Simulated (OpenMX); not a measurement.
Cs2AgBiBr6 under changes of volume

One of the cells (35.427 Å³/atom); the others are scaled copies at fixed shape and fractional positions:

```
Bi Cs Ag Br
1.0
     0.00000    5.61610    5.61610
     5.61610    0.00000    5.61610
     5.61610    5.61610    0.00000
Bi Cs Ag Br
1 2 1 6
Direct
  0.00000 0.00000 0.00000
  0.75000 0.75000 0.75000
  0.25000 0.25000 0.25000
  0.50000 0.50000 0.50000
  0.74945 0.74945 0.25055
  0.25055 0.25055 0.74945
  0.74945 0.25055 0.25055
  0.74945 0.25055 0.74945
  0.25055 0.74945 0.74945
  0.25055 0.74945 0.25055
```

```yaml
Program: OpenMX 3.8.5
Functional: PBE
Potentials_or_basis: OpenMX 2013 PBE set, Bi8.0-s3p2d2, Cs12.0-s2p2d1, Ag7.0-s3p2d1, Br7.0-s3p2d1, fixed grid of 90 × 90 × 90 points
k_mesh: 5 × 5 × 5
Occupations: fermi-dirac, width 0.05 eV
Spin: no spin polarisation
```

```csv
volume (Å³/atom),energy over the lowest point (meV/atom),gap on the mesh (eV),largest force (eV/Å)
33.301,?,?,?
34.010,53.43,1.38,0.670
34.718,36.41,1.40,0.584
35.427,22.90,1.42,0.499
36.136,12.54,1.44,0.418
36.844,5.00,1.46,0.347
37.553,0.00,1.48,0.276
```

Problem. What does the run at 33.301 Å³/atom give?

Solution. Energy over the lowest point 74.41 meV/atom; gap on the mesh 1.35 eV; largest force 0.766 eV/Å.

Worked out: A Birch-Murnaghan fit of order 3 (a polynomial in V^(-2/3)) to the other rows has no minimum within the range. It gives 74.40 meV/atom at 33.301 Å³/atom, against the run's 74.41. A straight line through the other rows of the gap, of slope 1.01 eV per unit of ln V, extrapolates to 1.36 eV, against the run's 1.35.

Energies are extrapolated to zero smearing.

Caveats: the basis has few d functions beyond the semicore shells, which can make volumes several per cent too large; spin-orbit coupling is left out, which as a rule narrows the gap of such compounds by several tenths of an eV; an odd mesh through Γ misses points on the zone boundary, where band edges often lie; the basis of atomic orbitals isn't converged, which shifts pressures, moduli and gaps.
